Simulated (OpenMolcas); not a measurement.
**CH5AlOSi (SMILES [CH2]1O[SiH2][AlH]1) at 6 levels**

Aim: a comparison of 6 runs (HF/3-21G, B3LYP/6-31G*, M06-2X/def2-SVP, PBE/def2-SVP, r2SCAN/def2-SVP, CCSD(T)/def2-SVP) of CH5AlOSi. 

The calculation is run with OpenMolcas 26.06.

1 further run of the same task is left out (set aside as unsound or not needed).

### 1 Starting point

The species is CH5AlOSi (9 atoms), meant as a singlet with charge 0. SMILES: `[CH2]1O[SiH2][AlH]1`. Geometry: relaxed at PBE0-D4/def2-TZVP.

Bond lengths: C1–O2 1.447 Å, O2–Si3 1.676 Å, C1–Al4 2.001 Å, Si3–Al4 2.424 Å, C1–H5 1.096 Å, C1–H6 1.096 Å, Si3–H7 1.493 Å, Si3–H8 1.493 Å, Al4–H9 1.591 Å. Some angles: C1–O2–Si3 113.4°, O2–C1–Al4 97.8°, O2–Si3–Al4 77.1°, C1–Al4–Si3 71.7°, O2–C1–H5 109.2°, O2–C1–H6 109.2°, Al4–C1–H5 116.8°, Al4–C1–H6 116.7°, O2–Si3–H7 111.1°, O2–Si3–H8 111.0°.

### 2 Energy and gradient at HF/3-21G (run 1)

calc.inp

```
&GATEWAY
  BasLib = $CurrDir
  Coord
  9
  angstrom
  C       -0.309900       1.022500      -0.653500
  O        0.621100      -0.021300      -1.022900
  Si       0.767800      -1.223900       0.135800
  Al      -0.858800       0.279300       1.121100
  H       -1.090200       1.097600      -1.420100
  H        0.213300       1.986000      -0.643000
  H        2.177700      -1.338300       0.615000
  H        0.422400      -2.560600      -0.433300
  H       -1.855100       0.712400       2.283700
  Basis = 3-21G
  Group = NoSym

&SEWARD

&SCF
  Thresholds = 1e-10 1e-07 1e-07 1e-05
  PrOrbitals = 1 1

&ALASKA
```

The basis set 3-21G is read from a file made from the Basis Set Exchange's data (not shown).

Command:

```sh
$ export MOLCAS_MEM=1860
$ pymolcas calc.inp > calc.log
```

Output:

```text
--- Start Module: gateway ---
[...]
--- Stop Module: gateway /rc=_RC_ALL_IS_WELL_ ---
[...]
      Basis functions           54
[...]
--- Start Module: scf ---
[...]
       Convergence after  13 Iterations
[...]
::    Total SCF energy                               -642.9607825312
[...]
      Total spin, S                                     0.0000000000
[...]
      Total electronic charge=   46.000000
      Total            charge=   -0.000000
[...]
      Dipole Moment (debye):
      Origin of the operator (angstrom)=    0.0499   -0.1691    0.1165
                   X= -1.9786E+00               Y=  7.0010E-01               Z=  2.5299E+00           Total=  3.2872E+00
      Quadrupole Moment (debye*angstrom):
[...]
--- Stop Module: scf /rc=_RC_ALL_IS_WELL_ ---
[...]
--- Start Module: alaska ---
[...]
 *              Molecular gradients               *
 **************************************************
  Irreducible representation: a
 ------------------------------------------------------------------------------------------
                              X                       Y                       Z
 ------------------------------------------------------------------------------------------
  C1                7.92205962642600E-03   -2.32322498305040E-02    1.35365158722451E-02
  O2               -6.60608948111285E-03   -4.33712164296374E-03    1.63412043004350E-02
  SI3              -1.51646536388581E-02    2.48420829679379E-02   -3.53574246188071E-03
  AL4               8.97165096783503E-03   -1.52092517902425E-03   -1.32693725667217E-02
  H5               -4.12745511274037E-03   -6.25118176420525E-04   -5.44964311774621E-03
  H6                4.40612712678745E-03    5.15538672374660E-03   -3.18147838048441E-04
  H7                2.31844368033984E-03   -5.86771760775484E-05   -3.03339841475703E-03
  H8                1.83842990601668E-03   -4.04907624056428E-04   -3.32917349054207E-03
[...]
--- Stop Module: alaska /rc=_RC_ALL_IS_WELL_ ---
[...]
```

Wall time 4.8 s (1 thread of Arm Neoverse N1, shared host); peak memory 0.39 GiB.

### 3 Energy and gradient at B3LYP/6-31G(d) (Cartesian functions) (run 2)

coord.xyz

```xyz
9

C     -0.309900     1.022500    -0.653500
O      0.621100    -0.021300    -1.022900
Si     0.767800    -1.223900     0.135800
Al    -0.858800     0.279300     1.121100
H     -1.090200     1.097600    -1.420100
H      0.213300     1.986000    -0.643000
H      2.177700    -1.338300     0.615000
H      0.422400    -2.560600    -0.433300
H     -1.855100     0.712400     2.283700
```

calc.input

```
>>> EXPORT MOLCAS_PRINT=2

&GATEWAY
 BasLib=$CurrDir
 Coord=coord.xyz
 Basis=6-31Gs
 Group=NoSym

&SEWARD
 GridInput
 Grid=UltraFine
 End of Grid

&SCF
 KSDFT=B3LYP
 Thresholds=1e-10 1e-07 1e-07 1e-05
 PrOrbitals=1 2

&ALASKA
```

The basis set 6-31G* is read from a file made from the Basis Set Exchange's data (not shown).

Command:

```sh
$ export MOLCAS_MEM=1860
$ pymolcas calc.input > calc.log
```

Output:

```text
--- Start Module: gateway ---
[...]
--- Stop Module: gateway /rc=_RC_ALL_IS_WELL_ ---
[...]
      Basis functions           78
[...]
--- Start Module: scf ---
[...]
       Convergence after  16 Iterations
[...]
::    Total KS-DFT energy                            -648.2390964431
[...]
      Total spin, S                                     0.0000000000
[...]
      Total electronic charge=   46.000000
      Total            charge=   -0.000000
[...]
      Dipole Moment (debye):
      Origin of the operator (angstrom)=    0.0499   -0.1691    0.1165
                   X= -1.2859E+00               Y=  6.1666E-01               Z=  1.4573E+00           Total=  2.0390E+00
      Quadrupole Moment (debye*angstrom):
[...]
--- Stop Module: scf /rc=_RC_ALL_IS_WELL_ ---
[...]
--- Start Module: alaska ---
[...]
 *              Molecular gradients               *
 **************************************************
  Irreducible representation: a
 ------------------------------------------------------------------------------------------
                              X                       Y                       Z
 ------------------------------------------------------------------------------------------
  C1                2.44482323230066E-03   -4.10956422398723E-03    6.85912451896975E-04
  O2               -2.30527659752156E-03   -3.22198031924081E-03    7.74652764294359E-03
  SI3              -2.65015671838409E-03    7.17578974036215E-03   -3.99819760316422E-03
  AL4               1.80621306927975E-03    7.85573907521986E-04   -3.95184134553794E-03
  H5                1.07696456423012E-03   -5.92713293702807E-04    1.54634576716317E-03
  H6               -6.84637521654929E-04   -1.83294350526353E-03    5.15840467837952E-04
  H7               -5.95690609436872E-04    9.28543655093317E-04   -9.00608967043359E-04
  H8               -4.32269363538351E-05    1.28605920162173E-03   -5.59871734720385E-04
[...]
--- Stop Module: alaska /rc=_RC_ALL_IS_WELL_ ---
[...]
```

Wall time 64 s (1 thread of Arm Neoverse N1, shared host); peak memory 0.44 GiB.

### 4 Energy and forces at M06-2X/def2-SVP (run 3)

mol.xyz

```xyz
9

C     -0.309900     1.022500    -0.653500
O      0.621100    -0.021300    -1.022900
Si     0.767800    -1.223900     0.135800
Al    -0.858800     0.279300     1.121100
H     -1.090200     1.097600    -1.420100
H      0.213300     1.986000    -0.643000
H      2.177700    -1.338300     0.615000
H      0.422400    -2.560600    -0.433300
H     -1.855100     0.712400     2.283700
```

test.input

```
>>> EXPORT MOLCAS_PRINT=2

&gateway
  baslib=$CurrDir
  coord=mol.xyz
  basis=def2-SVP
  group=NoSym

&seward
  gridinput
  Grid=UltraFine
  End of Grid

&scf
  ksdft=M062X
  thresholds=1e-10 1e-07 1e-07 1e-05
  prorbitals=1 2

&alaska
```

The basis set def2-SVP is read from a file made from the Basis Set Exchange's data (not shown).

Command:

```sh
$ export MOLCAS_MEM=1860
$ pymolcas test.input > test.log
```

Output:

```text
--- Start Module: gateway ---
[...]
--- Stop Module: gateway /rc=_RC_ALL_IS_WELL_ ---
[...]
      Basis functions           89
[...]
--- Start Module: scf ---
[...]
       Convergence after  14 Iterations
[...]
::    Total KS-DFT energy                            -647.8874516899
[...]
      Total spin, S                                     0.0000000000
[...]
      Total electronic charge=   46.000000
      Total            charge=   -0.000000
[...]
      Dipole Moment (debye):
      Origin of the operator (angstrom)=    0.0499   -0.1691    0.1165
                   X= -1.4307E+00               Y=  6.7568E-01               Z=  1.6323E+00           Total=  2.2733E+00
      Quadrupole Moment (debye*angstrom):
[...]
--- Stop Module: scf /rc=_RC_ALL_IS_WELL_ ---
[...]
--- Start Module: alaska ---
[...]
 *              Molecular gradients               *
 **************************************************
  Irreducible representation: a
 ------------------------------------------------------------------------------------------
                              X                       Y                       Z
 ------------------------------------------------------------------------------------------
  C1               -4.03273187007969E-03    5.39283814302394E-03    7.37671747268465E-04
  O2                4.43491136099272E-03   -8.82606192720914E-03    2.77628926138007E-03
  SI3              -4.19814568446064E-03    8.95672083833965E-03   -3.43773640422196E-03
  AL4               2.20723068857964E-03   -3.23511882077909E-04   -3.31118543809161E-03
  H5                3.59908567904155E-03   -1.08333205339928E-03    3.12076998162514E-03
  H6               -1.60936194316763E-03   -4.65793760361155E-03    3.42494555290659E-05
  H7                1.05194628777383E-03    9.72321181655911E-05   -7.82099949847570E-04
  H8                3.62349655539496E-04   -4.01874880188835E-04   -1.19914021741074E-03
[...]
--- Stop Module: alaska /rc=_RC_ALL_IS_WELL_ ---
[...]
```

Run time: 89 s. Hardware: 1 thread of Arm Neoverse N1, shared host; peak memory 0.49 GiB.

Runs 4 to 5 aren't shown in full; the table further down has their settings and results.

### 5 A single-point energy at CCSD(T)/def2-SVP (run 6)

calc.inp

```
* CH5AlOSi CCSD(T)
&GATEWAY
BasLib=$CurrDir
Coord
9
angstrom
C       -0.309900       1.022500      -0.653500
O        0.621100      -0.021300      -1.022900
Si       0.767800      -1.223900       0.135800
Al      -0.858800       0.279300       1.121100
H       -1.090200       1.097600      -1.420100
H        0.213300       1.986000      -0.643000
H        2.177700      -1.338300       0.615000
H        0.422400      -2.560600      -0.433300
H       -1.855100       0.712400       2.283700
Basis=def2-SVP
Group=NoSym
&SEWARD
&SCF
Thresholds=1e-10 1e-07 1e-07 1e-05
PrOrbitals=1 2
&RASSCF
FileOrb=$Project.ScfOrb
Spin=1
Nactel=0 0 0
Inactive=23
Ras2=0
OutOrbitals=Canonical
OrbListing=Nothing
&MOTRA
JobIph
Frozen=12
&CCSDT
CCT
Triples=2
Iterations=80
Accuracy=1e-08
Extrapolation=5 4
```

The basis set def2-SVP is read from a file made from the Basis Set Exchange's data (not shown).

Command:

```sh
$ export MOLCAS_MEM=1860
$ pymolcas calc.inp > calc.log
```

Output:

```text
--- Start Module: gateway ---
[...]
--- Stop Module: gateway /rc=_RC_ALL_IS_WELL_ ---
[...]
      Basis functions           89
[...]
       Convergence after  13 Iterations
[...]
::    Total SCF energy                               -646.2047615351
[...]
      Total spin, S                                     0.0000000000
[...]
      Number of active orbitals                  0
[...]
      Spin quantum number                      0.0
[...]
      Active orbitals                            0
[...]
      Number of CSFs                             1
[...]
      Number of root(s) required                 1
[...]
      Convergence after  4 iterations
[...]
      Natural orbitals and occupation numbers for root  1
      ************************************************************************************************************************
      *                                                    Final results                                                     *
      ************************************************************************************************************************
[...]
::    RASSCF root number  1 Total energy:   -646.20476154
[...]
      Total electronic charge=   46.000000
      Total            charge=   -0.000000
[...]
      Dipole Moment (debye):
      Origin of the operator (angstrom)=    0.0499   -0.1691    0.1165
                   X= -1.7014E+00               Y=  7.4559E-01               Z=  2.0084E+00           Total=  2.7357E+00
      Quadrupole Moment (debye*angstrom):
[...]
--- Start Module: motra ---
[...]
      *** WARNING: Default frozen orbitals is overwritten by user input.
      *** Default values:   6
[...]
--- Stop Module: motra /rc=_RC_ALL_IS_WELL_ ---
[...]
--- Start Module: ccsdt ---
[...]
      Convergence after                    17  Iterations
      Total energy (diff) :    -646.72534470       0.00000000
[...]
 METHOD                       : CCSD+T(CCSD)+<T3(1)WT1> = CCSD(T)
[...]
       CCSD     =      -646.7253446990035
[...]
--- Stop Module: ccsdt /rc=_RC_ALL_IS_WELL_ ---
[...]
```

Run time: 92 s. Hardware: 1 thread of Arm Neoverse N1, shared host; peak memory 0.49 GiB.

### 6 The series

```tsv
run	level	Cartesian functions	integration grid	energy (Eh)	dipole moment (D) of the reference	HOMO energy (eV)	LUMO energy (eV)	wall time
1	HF/3-21G	no	–	-642.960783	3.29	-9.50	0.63	4.8 s
2	B3LYP/6-31G* (Cartesian functions)	yes	UltraFine	-648.239096	2.04	-6.69	-2.06	64 s
3	M06-2X/def2-SVP	no	UltraFine	-647.887452	2.27	-7.95	-1.36	89 s
4	PBE/def2-SVP	no	UltraFine	-647.547506	1.83	-5.91	-2.71	69 s
5	r2SCAN/def2-SVP	no	UltraFine	-647.855664	2.03	-6.18	-2.52	89 s
6	CCSD(T)/def2-SVP	no	–	-646.740476	2.74	-9.45	0.79	92 s
```

### 7 Results

| quantity | value |
| --- | --- |
| run 6: total energy | -646.74048 Eh |
| run 6: dipole moment (mean-field density) | 2.74 D |
| run 6: HOMO energy (Hartree–Fock orbitals) | -9.45 eV |
| run 6: LUMO energy (Hartree–Fock orbitals) | 0.79 eV |
| run 6: HOMO–LUMO gap (Hartree–Fock orbitals) | 10.24 eV |
| run 6: correlation energy (12 core orbitals frozen) | -535.7 mEh |
| run 6: (T) correction | -15.13 mEh |

What this shows: Over runs 1, 2, 3, 4, 5 the dipole moment (its size) runs from 1.83 D (PBE/def2-SVP) to 3.29 D (HF/3-21G). The two ends differ in method and basis. Over runs 1, 2, 3, 4, 5 the HOMO–LUMO gap runs from 3.20 eV (PBE/def2-SVP) to 10.14 eV (HF/3-21G). Totals of different functionals can't be ranked against each other. All runs together took 6.8 min, the longest 92 s.
